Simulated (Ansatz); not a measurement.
# WNH (quintet): from Hartree-Fock to the top rungs, def2-QZVPP

One table from this session's results is given with a row withheld; the runs are named, their logs left out.

The runs use Ansatz 0.2.0, Gaussian basis; def2-QZVPP, core rule «outside noble gas», up to 5 orbitals frozen.

Plan: UHF; ROHF; CCSD(T) on UHF.

### What is computed

The geometry is a PBE0/def2-TZVP stationary point (not a proven minimum) of the parent state, kept for this charge and spin. No spin-orbit coupling is included. Elements past krypton take def2 core potentials.

3 atoms, charge 0, spin multiplicity 5.

Atoms are counted from 1 here; the program's logs count them from 0.

Bond lengths: W1–N2 2.058 Å, N2–H3 1.028 Å. Angles: W1–N2–H3 115.8°.

Coordinates:

```xyz
3
charge 0, multiplicity 5
W     0.00000    0.00587    0.15762
N     0.00000   -0.13183   -1.89566
H     0.00000    0.76147   -2.40475
```

Set-up of the first run:

in.yaml reads:

```yaml
crystal:
  periodic: [false, false, false]
  atoms:
    - {symbol: W, position_ang: [0.000000, 0.005869, 0.157615]}
    - {symbol: N, position_ang: [0.000000, -0.131830, -1.895665]}
    - {symbol: H, position_ang: [0.000000, 0.761470, -2.404753]}
basis:
  gaussian: {orbitals: "def2-QZVPP.json"}
magnetization: {spin_polarized: true, initial_magnetization: 4}
hamiltonian: {xc: hf}
output: {orbitals: {seedname: orbitals}}
```

Command:

```console
$ ansatz run in.yaml --threads 1 --pin off --events-out ev --progress --plain --max-ram 4096MiB --backend cpu
```

Among the steps run: UHF; ROHF; CCSD(T) on UHF.

One table of the session follows, with a row left open; its other results are not shown here.

| method | from UCCSD(T) (kJ/mol) |
| --- | --- |
| ROHF | +1085.5 |
| UHF | +903.0 |
| UMP2 | +132.0 |
| UCCSD | ? |
| UCCSD(T) | 0 |

**Question.** Estimate the row for UCCSD.

As computed: from UCCSD(T) (kJ/mol): +51.8. In the column «from UCCSD(T) (kJ/mol)» it lies between UCCSD(T) (0) and UMP2 (+132.0).

To keep in mind: The determinant is far from a pure spin state, so its energy mixes those of several spin states (harmless only where they are near-degenerate, as at dissociation).
